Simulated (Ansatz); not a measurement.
# C5H8Se: one species, many methods

The task here is to estimate one member of a computed series from the others.

Program: Ansatz 0.2.0, Gaussian basis. Level of theory: functionals in def2-TZVPP, the program's frozen cores in correlated methods. These are calculated values, not measurements.

Levels to be run: PBE-D4, r2SCAN-D4, PBE0-D4, B3LYP-D4, ωB97X-V, ωB97M-V, B2PLYP; CCSD(T)/def2-TZVPP; MP2/def2-QZVPP; extrapolation to the limit.

## The geometry

The geometry comes from an earlier relaxation with PBE0-D4 in a triple-zeta def2 set; it is a stationary point, not always the lowest conformer.

SMILES `C=CC[Se]C=C`, 14 atoms, charge 0, spin multiplicity 1.

Atoms are counted from 1 here; the program's logs count them from 0.

Bond lengths: C1–C2 1.328 Å, C1–H7 1.086 Å, C1–H8 1.083 Å, C2–C3 1.480 Å, C2–H9 1.087 Å, C3–Se4 1.968 Å, C3–H10 1.092 Å, C3–H11 1.090 Å, Se4–C5 1.889 Å, C5–C6 1.326 Å, C5–H12 1.086 Å, C6–H13 1.084 Å, C6–H14 1.084 Å. Angles: C2–C1–H7 121.4°, C2–C1–H8 121.5°, H7–C1–H8 117.1°, C1–C2–C3 124.1°, C1–C2–H9 119.8°, C3–C2–H9 116.1°, C2–C3–Se4 111.7°, C2–C3–H10 111.9°, C2–C3–H11 112.3°, Se4–C3–H10 103.2°, Se4–C3–H11 108.4°, H10–C3–H11 108.8°, C3–Se4–C5 97.6°, Se4–C5–C6 124.0°, Se4–C5–H12 114.0°, C6–C5–H12 121.8°, C5–C6–H13 120.3°, C5–C6–H14 122.5° and more.

The first run:

Contents of in.yaml:

```yaml
crystal:
  periodic: [false, false, false]
  atoms:
    - {symbol: C, position_ang: [1.594759, -1.259622, -0.883272]}
    - {symbol: C, position_ang: [0.783991, -0.392163, -1.477470]}
    - {symbol: C, position_ang: [0.614840, 1.014113, -1.047764]}
    - {symbol: Se, position_ang: [-1.195469, 1.350897, -0.353170]}
    - {symbol: C, position_ang: [-1.141445, 0.133762, 1.089987]}
    - {symbol: C, position_ang: [-1.876848, 0.250223, 2.187086]}
    - {symbol: H, position_ang: [2.211697, -0.969724, -0.038159]}
    - {symbol: H, position_ang: [1.677083, -2.283971, -1.226568]}
    - {symbol: H, position_ang: [0.171866, -0.711982, -2.317094]}
    - {symbol: H, position_ang: [0.692410, 1.708618, -1.886944]}
    - {symbol: H, position_ang: [1.336577, 1.303639, -0.284203]}
    - {symbol: H, position_ang: [-0.489795, -0.719583, 0.925202]}
    - {symbol: H, position_ang: [-1.848955, -0.521123, 2.948718]}
    - {symbol: H, position_ang: [-2.530691, 1.096926, 2.363651]}
basis:
  gaussian: {orbitals: def2-TZVPP}
hamiltonian: {xc: pbe, dispersion: d4}
output: {forces: true, orbitals: {seedname: orbitals}}
```

Command:

```sh
ansatz run in.yaml --threads 2 --pin off --events-out ev --progress --plain --max-ram 32768MiB --backend cuda --devices 0, --max-vram 18GiB
```

Steps of the session up to this table: PBE-D4 (GGA); r2SCAN-D4 (meta-GGA); PBE0-D4 (hybrid); B3LYP-D4 (hybrid); ωB97X-V (range-separated); ωB97M-V (range-separated); B2PLYP (double hybrid); CCSD(T) in def2-TZVPP; MP2 in def2-QZVPP.

One table of the session follows, with a row left open; its other results are not shown here.

```
            method  atomisation energy (kJ/mol)
            PBE-D4                       5778.5
         r2SCAN-D4                       5644.3
           PBE0-D4                       5675.7
          B3LYP-D4                       5630.9
           ωB97X-V                       5615.0
           ωB97M-V                       5622.5
            B2PLYP                       5569.1
     HF/def2-TZVPP                       4125.5
    MP2/def2-TZVPP                       5577.4
   CCSD/def2-TZVPP                       5396.2
CCSD(T)/def2-TZVPP                            ?
           MP2/CBS                       5707.7
       CCSD(T)/CBS                       5620.0
```

Estimate the missing values for CCSD(T)/def2-TZVPP.

The run gave: atomisation energy (kJ/mol): 5489.7. In the column «atomisation energy (kJ/mol)» it lies between CCSD/def2-TZVPP (5396.2) and B2PLYP (5569.1).

To keep in mind: Free atoms (5 C, 1 Se, 8 H) were run apart at each level; the atomisation energy is their sum less the molecule, without zero-point or spin-orbit terms.
